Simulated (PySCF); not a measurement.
# A gas-phase reaction: BH3O2S + FH → BFH2O2 + H2S

Aim: the reaction energy of `OB(O)S` + `F` → `OB(O)F` + `S`.

Computed with PySCF 2.14.0; each step states its level. No surroundings beyond the atoms listed, unless a continuum is named. Atoms count from 0, parts from 1.

## 1. The system as given

Each species was relaxed by itself at PBE0-D3(BJ)/def2-SVPD.

## 2. Energies of the species: wB97M-D3(BJ)/def2-TZVPD

The job: settings as JSON, then the geometry in Å.

```
{"job": {"kind": "react", "xc": "wB97M-D3(BJ)", "basis": "def2-TZVPD"}, "charge": 0, "multiplicity": 1}
-1 BH3O2S charge 0 multiplicity 1
O     -0.167640     1.290010    -0.258310
B     -0.085960    -0.043170    -0.018440
O     -1.166500    -0.836930    -0.266900
S      1.471470    -0.751480     0.633490
H     -1.030330     1.548750    -0.597450
H     -1.052400    -1.770370    -0.078010
H      2.131710     0.423800     0.674520

-1 FH charge 0 multiplicity 1
F      0.459450    -0.024150     0.002190
H     -0.459460     0.024150    -0.002190

+1 BFH2O2 charge 0 multiplicity 1
O      1.159780    -0.684380     0.031910
B      0.010270     0.022570     0.001990
O     -1.172140    -0.610400     0.154690
F      0.043180     1.361160    -0.180460
H      1.945190    -0.144900    -0.084610
H     -1.929980    -0.022490     0.117860

+1 H2S charge 0 multiplicity 1
S     -0.014170     0.615460    -0.002410
H     -0.977910    -0.329870     0.000100
H      0.971730    -0.306720     0.002670
```

Method: wB97M-D3(BJ)/def2-TZVPD reaction energy of separated species, gas phase.

Launch:

```console
OMP_NUM_THREADS=1 python cluster_run.py task.json out
```

One launch serves the whole session: the jobs run in the order shown.

**Question.** The jobs that follow are: PBE0-D3(BJ)/def2-TZVPD reaction energy of separated species, gas phase; MP2/def2-TZVPD reaction energy of separated species, gas phase. Predict: reaction energy (wB97M-D3(BJ)/def2-TZVPD); ΔH, ΔG at 298 K (xTB thermal terms). Thermal terms come from harmonic xTB runs on each species.

**Answer**, as computed:

| quantity | value |
| --- | --- |
| reaction energy (wB97M-D3(BJ)/def2-TZVPD) | -19.50 kcal/mol |
| ΔH, ΔG at 298 K (xTB thermal terms) | -20.6, -21.0 kcal/mol |
| range of the reaction energy over the runs of this table | -19.50 to -17.35 kcal/mol |

The reaction is exothermic by 20.6 kcal/mol in the gas phase; dispersion gives +0.82, and xTB itself gave -26.00 for the electronic energy (xTB energies and thermal terms come from the earlier relaxation of each species, not shown). No barrier was sought. The reaction energy runs from -19.50 (wB97M-D3(BJ)/def2-TZVPD) to -17.35 kcal/mol (MP2/def2-TZVPD).
